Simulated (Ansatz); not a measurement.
# MoHO (doublet): the correlation ladder, def2-QZVPP

An exercise on one series of results from a longer session: the logs are not shown, and one member is left open.

The runs use Ansatz 0.2.0, Gaussian basis; def2-QZVPP, core rule «outside noble gas», up to 5 orbitals frozen.

To be run: UHF; ROHF; CCSD(T) on UHF.

2 further runs of the same task are left out: 2 set aside as unsound or not needed. Runs told in other sessions of the task aren't counted.

## The geometry

The geometry is a PBE0/def2-TZVP stationary point (not a proven minimum). No spin-orbit coupling is included. Elements past krypton take def2 core potentials.

3 atoms, charge 0, spin multiplicity 2.

Atoms are counted from 1 here; the program's logs count them from 0.

Bond lengths: Mo1–O2 1.645 Å, Mo1–H3 1.722 Å. Angles: O2–Mo1–H3 112.1°.

Geometry (Å):

```
atom   x (Å)    y (Å)    z (Å)
 Mo1  0.0000  -0.0336   0.2252
  O2  0.0000   0.1069  -1.4142
  H3  0.0000   1.4999   1.0079
```

The first run:

File in.yaml:

```yaml
crystal:
  periodic: [false, false, false]
  atoms:
    - {symbol: Mo, position_ang: [0.000000, -0.033589, 0.225249]}
    - {symbol: O, position_ang: [0.000000, 0.106921, -1.414198]}
    - {symbol: H, position_ang: [0.000000, 1.499931, 1.007894]}
basis:
  gaussian: {orbitals: "def2-QZVPP.json"}
magnetization: {spin_polarized: true, initial_magnetization: 1}
hamiltonian: {xc: hf}
output: {orbitals: {seedname: orbitals}}
```

On the command line:

```bash
$ ansatz run in.yaml --threads 1 --pin off --events-out ev --progress --plain --max-ram 4096MiB --backend cpu
```

Among the steps run: UHF; ROHF; CCSD(T) on UHF.

One table of the session follows, with a row left open; its other results are not shown here.

It belongs to the step «Misses and costs». 

| method | from UCCSD(T) (meV) |
| --- | --- |
| ROHF | +13769.9 |
| UHF | +13251.5 |
| UMP2 | +438.7 |
| UCCSD | ? |
| UCCSD(T) | 0 |

**Question.** Estimate the row for UCCSD.

The run gave: from UCCSD(T) (meV): +904.8. In the column «from UCCSD(T) (meV)» it lies between UMP2 (+438.7) and UHF (+13251.5).

The program flags UCCSD(T) as in doubt (see the logs), so the zero of the table is itself unsure.

To keep in mind: The determinant of HF (⟨S²⟩ 1.63) is far from a pure spin state, so its energy mixes those of several spin states; that is harmless only where they are near-degenerate. The determinant of CCSD(T) (⟨S²⟩ 1.63) is far from a pure spin state, so its energy mixes those of several spin states; high orders of coupled cluster remove much of that, low ones don't. The program flags UCCSD(T) as in doubt, so the zero of the table is itself unsure.
